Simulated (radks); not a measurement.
**Si⁴⁺ in [Ne]: an all-electron calculation**

One table from this session's results is given with a row withheld; the runs are named, their logs left out.

Method: scalar-relativistic Kohn-Sham, BLYP, spin-polarised, spherical densities, finite nucleus. Code: radks (a radial shooting solver on a logarithmic mesh, Libxc functionals) version 1.

## What is computed

```
element            : silicon (Z = 14)
charge             : +4
electrons          : 10
configuration      : [Ne]
nuclear rms radius : 3.1224 fm
```

Outer shells as boxes (Hund's rule):

Si⁴⁺
```
[He] core
2s [↑↓]
2p [↑↓][↑↓][↑↓]
```

The first run:

Settings of this run:

```text
Z 14
configuration [Ne] 3s0 3p0 3d0
relativity scalar-relativistic
functional b88,lyp
spin polarised
nucleus finite rms 3.1224 fm
c 137.035999084
```

On the command line:

```console
> python run_ks.py task.json out
```

This one command runs every case of the session in turn.

One of the session's tables, all rows but one given; the rest of the session is left out.

Radial moments (bohr):

```
level     <r>  outermost maximum (interpolated)  90 % within  nodes
   1s       ?                                 ?            ?      ?
   2s  0.5646                             0.453        0.889      1
   2p  0.5312                             0.385        0.891      0
   3s   1.733                              1.57         2.53      2
```

Q: Estimate the row for 1s from the others.

The run gave: <r>: 0.1113; outermost maximum (interpolated): 0.0726; 90 % within: 0.199; nodes: 0. In the column «<r>» it is the lowest.
